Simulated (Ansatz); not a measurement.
# CH2BClN: the cost of one run

Method: RKS PBE-D4/def2-mTZVP, in Ansatz 0.2.0.

## Step 1: Starting point

Bond lengths: N1–C2 1.331 Å, C2–B3 1.476 Å, B3–Cl4 1.801 Å, N1–H5 1.032 Å, C2–H6 1.112 Å. Angles: N1–C2–B3 132.7°, N1–C2–H6 110.1°, B3–C2–H6 113.7°, C2–N1–H5 109.6°, C2–B3–Cl4 126.7°.

Structure file:

```xyz
6

N    -1.1016    0.9865    0.1132
C     0.1202    0.4590    0.1412
B     0.7421   -0.6629   -0.5887
Cl    1.1562   -2.2843    0.0781
H    -1.7689    0.2942   -0.2609
H     0.8520    1.2076    0.5171
```

## Step 2: End point A

Input file input.yaml:

```yaml
crystal:
  periodic: [false, false, false]
  atoms:
    - { symbol: "N", position_ang: [-1.10157, 0.98646, 0.11322] }
    - { symbol: C, position_ang: [0.12018, 0.45897, 0.14124] }
    - { symbol: B, position_ang: [0.7421, -0.66291, -0.58873] }
    - { symbol: Cl, position_ang: [1.15622, -2.28432, 0.07809] }
    - { symbol: H, position_ang: [-1.76893, 0.29421, -0.2609] }
    - { symbol: H, position_ang: [0.85199, 1.2076, 0.51708] }
total_charge: -1
basis:
  gaussian: { orbitals: def2-mTZVP }
hamiltonian:
  xc: pbe
  dispersion: d4
relax:
  f_tol: 0.015
  max_steps: 40
```

Launch:

```sh
$ ansatz run input.yaml --threads 1 --pin off --max-ram 2048MiB --backend cpu --events-out ev --progress --plain --runs-dir out
```

Q: Estimate wall time and peak memory on 1 thread of Arm Neoverse N1, shared host.

About 42 s, with a peak of 0.14 GiB.
